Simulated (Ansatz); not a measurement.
# NiO: the cost of one run

Method: DFT PBE+U, PAW, plane waves, scalar-relativistic; U − J = 6.2 eV on Ni d, in Ansatz 0.2.0.

### Step 1. Starting point

The structure is cubic, space group Fm-3m (No. 225). Conventional cell: a = 4.179 Å, b = 4.179 Å, c = 4.179 Å, α = 90.00°, β = 90.00°, γ = 90.00°. O (site symmetry m-3m) has 6 Ni at 2.09 Å as nearest neighbours. Around Ni (site symmetry m-3m) lie 6 O at 2.09 Å.

Structure file:

```xyz
4
Lattice="-2.0893 -2.0893 -4.1786 2.0893 -2.0893 0.0000 -2.0893 -2.0893 0.0000" Properties=species:S:1:pos:R:3 pbc="T T T"
O     0.0000   -2.0893    0.0000
O    -2.0893   -2.0893   -2.0893
Ni    0.0000    0.0000    0.0000
Ni    0.0000   -2.0893   -2.0893
```

Labels such as Ni4 number the atoms in the order of the input file.

The first starts: parallel moments, plain SCF; opposed moments +-, plain SCF; no spin polarisation; spin on, no moments given (the program may seed its own), plain SCF. Further starts follow from what these give.

A plain SCF has the search for lower states switched off and ends at the first converged state. 

Site moments are integrals over atomic spheres and don't add up to the total.

### Step 2. Parallel moments, plain SCF

The input, input.yaml:

```yaml
crystal:
  lattice:
    - [-2.0893, -2.0893, -4.1786]
    - [2.0893, -2.0893, 0.0]
    - [-2.0893, -2.0893, 0.0]
  atoms:
    - { symbol: O, position: [0.0, 0.5, 0.5] }
    - { symbol: O, position: [0.5, 0.0, 0.5] }
    - { symbol: Ni, position: [0.0, 0.0, 0.0], spin: 2.0 }
    - { symbol: Ni, position: [0.5, 0.5, 0.0], spin: 2.0 }
magnetization:
  spin_polarized: true
hamiltonian:
  xc: pbe
  pseudopotentials: { kind: paw }
  hubbard: { sites: [{ species: Ni, l: d, u_eff: 6.2 }] }
basis:
  ecutwfc: 420
kpoints:
  mp_grid: { grid: [6, 8, 9] }
scf:
  occupations: { method: fermi_dirac, width: 0.05 }
  lower_state_search: "off"
output:
  forces: true
  stress: true
```

Q: Estimate wall time and peak memory on 2 threads of an x86-64 CPU, shared host.

About 6.4 s, with a peak of 0.63 GiB.
